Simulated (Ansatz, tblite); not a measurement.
**(BeO)11 cage of four- and six-membered rings (Be₁₁O₁₁): rung by rung**

The task here is to estimate one member of a computed series from the others.

Program: Ansatz 0.2.0, Gaussian basis. Level of theory: as each input shows. These are calculated values, not measurements.

The runs, in order: GFN1-xTB, GFN2-xTB, PBE-D4/def2-TZVP, r2SCAN-D4/def2-TZVP, PBE-D4/def2-SVP, PBE0-D4/def2-SVP, HF/6-31G, B3LYP-D4/6-31G, MP2/def2-SVP, RPA/def2-SVP.

4 further runs of the same task are left out: 4 that didn't finish.

**The structure**

The geometry is that of the singlet, from an earlier relaxation (r2SCAN-D4/def2-SVP).

22 atoms, charge 0, spin multiplicity 1.

Bond lengths: Be1–O2 1.563 Å, Be1–O4 1.625 Å, Be1–O6 1.577 Å, O2–Be3 1.628 Å, O2–Be9 1.571 Å, Be3–O4 1.578 Å, Be3–O12 1.574 Å, O4–Be5 1.582 Å, Be5–O6 1.645 Å, Be5–O14 1.533 Å, O6–Be7 1.538 Å, Be7–O8 1.599 Å, Be7–O16 1.611 Å, O8–Be9 1.580 Å, O8–Be17 1.599 Å, Be9–O10 1.571 Å, O10–Be11 1.628 Å, O10–Be19 1.563 Å and more. Angles: O2–Be1–O4 98.8°, O2–Be1–O6 126.9°, O4–Be1–O6 99.0°, Be1–O2–Be3 80.5°, Be1–O2–Be9 117.3°, Be3–O2–Be9 111.5°, O2–Be3–O4 98.1°, O2–Be3–O12 120.3°, O4–Be3–O12 125.1°, Be1–O4–Be3 80.2°, Be1–O4–Be5 81.0°, Be3–O4–Be5 105.5°, O4–Be5–O6 97.9°, O4–Be5–O14 121.9°, O6–Be5–O14 120.5°, Be1–O6–Be5 80.5°, Be1–O6–Be7 110.6°, Be5–O6–Be7 109.8° and more.

Geometry (Å):

```xyz
22
Be11O11
Be    0.71386    0.78264   -2.51020
O     0.87067    1.79845   -1.33214
Be   -0.74857    1.62984   -1.32814
O    -0.89672    0.87138   -2.70366
Be   -0.77309   -0.66642   -2.35509
O     0.86620   -0.78528   -2.43403
Be    1.42533   -1.20908   -1.06555
O     2.07488   -0.21060    0.00061
Be    1.50733    1.26412    0.00060
O     0.86986    1.79816    1.33306
Be   -0.74938    1.62954    1.32804
O    -1.50471    1.25294   -0.00032
Be   -1.90404   -0.28334   -0.00061
O    -1.54326   -1.29674   -1.18845
Be   -0.76168   -2.04590   -0.00045
O     0.76848   -2.22352   -0.00001
Be    1.42468   -1.20932    1.06615
O    -1.54398   -1.29700    1.18723
Be    0.71234    0.78209    2.51080
O    -0.89836    0.87079    2.70330
Be   -0.77453   -0.66694    2.35447
O     0.86472   -0.78582    2.43438
```

PBE0-D4/def2-TZVP was run before; its log isn't repeated, and its numbers join the tables.

Set-up of the first run:

Tight binding, by tblite at 300 K electronic temperature and without a spin-polarisation term:

```python
tblite.interface.Calculator('GFN1-xTB', numbers, positions, charge=0, uhf=0).singlepoint()
```

Tight binding, by tblite at 300 K electronic temperature and without a spin-polarisation term:

```python
tblite.interface.Calculator('GFN2-xTB', numbers, positions, charge=0, uhf=0).singlepoint()
```

start.molden holds the orbitals of an earlier run on this state, given as this run's starting guess.

in.yaml

```yaml
crystal:
  periodic: [false, false, false]
  atoms:
    - {symbol: Be, position_ang: [0.713861, 0.782643, -2.510204]}
    - {symbol: O, position_ang: [0.870673, 1.798452, -1.332141]}
    - {symbol: Be, position_ang: [-0.748573, 1.629837, -1.328143]}
    - {symbol: O, position_ang: [-0.896717, 0.871383, -2.703656]}
    - {symbol: Be, position_ang: [-0.773095, -0.666420, -2.355086]}
    - {symbol: O, position_ang: [0.866197, -0.785284, -2.434030]}
    - {symbol: Be, position_ang: [1.425328, -1.209079, -1.065549]}
    - {symbol: O, position_ang: [2.074876, -0.210603, 0.000607]}
    - {symbol: Be, position_ang: [1.507333, 1.264115, 0.000595]}
    - {symbol: O, position_ang: [0.869861, 1.798161, 1.333058]}
    - {symbol: Be, position_ang: [-0.749382, 1.629543, 1.328040]}
    - {symbol: O, position_ang: [-1.504712, 1.252937, -0.000324]}
    - {symbol: Be, position_ang: [-1.904041, -0.283337, -0.000609]}
    - {symbol: O, position_ang: [-1.543260, -1.296742, -1.188449]}
    - {symbol: Be, position_ang: [-0.761678, -2.045897, -0.000451]}
    - {symbol: O, position_ang: [0.768482, -2.223517, -0.000013]}
    - {symbol: Be, position_ang: [1.424677, -1.209316, 1.066154]}
    - {symbol: O, position_ang: [-1.543983, -1.297000, 1.187227]}
    - {symbol: Be, position_ang: [0.712335, 0.782094, 2.510805]}
    - {symbol: O, position_ang: [-0.898361, 0.870794, 2.703297]}
    - {symbol: Be, position_ang: [-0.774528, -0.666936, 2.354475]}
    - {symbol: O, position_ang: [0.864717, -0.785815, 2.434385]}
basis:
  gaussian: {orbitals: def2-TZVP, initial_orbitals: start.molden}
hamiltonian: {xc: pbe, dispersion: d4}
scf: {omitted_lower_state_checks: [starts]}
output: {forces: true, orbitals: {seedname: orbitals}}
```

Command:

```bash
$ ansatz run in.yaml --threads 4 --pin off --events-out ev --progress --plain --max-ram 9574MiB
```

Steps of the session up to this table: PBE-D4/def2-TZVP; r2SCAN-D4/def2-TZVP; PBE-D4/def2-SVP; PBE0-D4/def2-SVP; HF/6-31G; B3LYP-D4/6-31G; MP2/def2-SVP; RPA/def2-SVP.

One of the session's tables, all rows but one given; the rest of the session is left out.

It belongs to the step «Binding energy». 

```
              level  binding an atom (eV)
           HF/6-31G                 3.873
        HF/def2-SVP                 4.047
    PBE-D4/def2-SVP                 5.629
   PBE-D4/def2-TZVP                 5.584
r2SCAN-D4/def2-TZVP                 5.553
     B3LYP-D4/6-31G                     ?
   PBE0-D4/def2-SVP                 5.446
  PBE0-D4/def2-TZVP                 5.422
       RPA/def2-SVP                 4.529
       MP2/def2-SVP                 5.262
```

Estimate the missing values for B3LYP-D4/6-31G.

The run gave: binding an atom (eV): 5.321. In the column «binding an atom (eV)» it lies between MP2/def2-SVP (5.262) and PBE0-D4/def2-TZVP (5.422).

To keep in mind: Free atoms were run apart at each level; binding is atoms less cluster, divided by the number of atoms, without zero-point or spin-orbit terms.
